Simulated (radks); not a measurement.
# Re⁺ in [Xe] 4f14 5d5 6s1: an all-electron calculation

An exercise on one series of results from a longer session: the logs are not shown, and one member is left open.

The numbers are computed with radks (a radial shooting solver on a logarithmic mesh, Libxc functionals) version 1 (scalar-relativistic Kohn-Sham, MS2 meta-GGA, spin-unpolarised, spherical densities, finite nucleus), except any that are marked as measured or tabulated.

**The system**

- element: rhenium (Z = 75)
- charge: +1
- electrons: 74
- configuration: [Xe] 4f14 5d5 6s1
- nuclear rms radius: 5.3698 fm

Outer shells as boxes (Hund's rule):

Re⁺
```
[Xe] core
4f [↑↓][↑↓][↑↓][↑↓][↑↓][↑↓][↑↓]
5d [↑ ][↑ ][↑ ][↑ ][↑ ]
6s [↑ ]
```

The first run:

Settings of this run:

```text
Z 75
configuration [Xe] 4f14 5d5 6s1 6p0 7s0
relativity scalar-relativistic
functional ms2,regtpss
spin unpolarised
nucleus finite rms 5.3698 fm
c 137.035999084
```

One of the session's tables, all rows but one given; the rest of the session is left out.

It belongs to the step «Shells». From the orbitals of this run (lengths in bohr):

```
level      <r>  outermost maximum (interpolated)  90 % within  nodes
   1s  0.01803                            0.0112       0.0329      0
   2s  0.07618                            0.0645        0.118      1
   2p  0.06834                            0.0530        0.111      0
   3s   0.1972                             0.182        0.289      2
   3p   0.1978                             0.180        0.296      1
   3d   0.1793                             0.147        0.278      0
   4s   0.4403                             0.413        0.631      3
   4p   0.4681                             0.433        0.679      2
   4d   0.4997                             0.443        0.748      1
   5s        ?                                 ?            ?      ?
   5p    1.209                              1.06         1.76      3
   4f   0.5807                             0.417        0.955      0
   5d    1.850                              1.42         2.91      2
   6s    2.854                              2.47         4.16      5
   6p    3.790                              3.22         5.60      4
```

Q: Estimate the row for 5s from the others.

The run gave: <r>: 1.037; outermost maximum (interpolated): 0.938; 90 % within: 1.49; nodes: 4. In the column «<r>» it lies between 4f (0.5807) and 5p (1.209).

To keep in mind: Spin polarisation and multiplet splitting are left out.
